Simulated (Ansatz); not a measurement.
**LaGe2Ru2, 5 atoms: how the time falls with more hardware**

To be measured: the time of a single point at LDA on LaGe2Ru2, and how the time changes with the share of the machine.

Program: Ansatz 0.2.0 (single point, LDA, LAPW). Host: AMD EPYC 7R13 (Zen 3), 96 cores, 96 hardware threads, 1656 GiB, 8 × H100 80GB HBM3, 81559 MiB; it was booked for these runs alone, one at a time. Each run is timed once from launch to exit, start-up included.

## (1) What is computed

The cell holds 5 atoms in 94 Å³.

## (2) Baseline

The input, input.yaml:

```yaml
crystal:
  lattice:
    - [-2.154439, 2.154439, 5.070735]
    - [2.154439, -2.154439, 5.070735]
    - [2.154439, 2.154439, -5.070735]
  atoms:
    - { symbol: La, position: [0.000000, 0.000000, 0.000000] }
    - { symbol: Ge, position: [0.637322, 0.637322, 0.000000] }
    - { symbol: Ge, position: [0.362678, 0.362678, 0.000000] }
    - { symbol: Ru, position: [0.250000, 0.750000, 0.500000] }
    - { symbol: Ru, position: [0.750000, 0.250000, 0.500000] }
kpoints:
  mp_grid: { grid: [13, 13, 16] }
hamiltonian:
  xc: lda
  pseudopotentials: { kind: all_electron, lapw: {} }
scf:
  occupations: { method: fermi_dirac, width: 0.05 }
output: { forces: true }
```

Launch:

```bash
$ ansatz run input.yaml --backend cuda --devices 8 --events-out ev --progress --plain --runs-dir out
```

## (3) On 1 GPU, 96 threads

input.yaml is that of step 2.

(Steps that only read results are left out.)

Q: Predict the timings and the best choice. Wanted: reference; fastest over GPUs; speed-up from 1 to 8 GPUs.

As calculated:

| quantity | value |
| --- | --- |
| reference | 19 s on 8 GPUs, 96 threads |
| fastest over GPUs | 19 s on 8 |
| speed-up from 1 to 8 GPUs | 2 (25 % efficient) |

Going from 1 to 8 GPUs cuts the time by a factor of 2, 25 % of the ideal. The figures hold for this build, input and host.
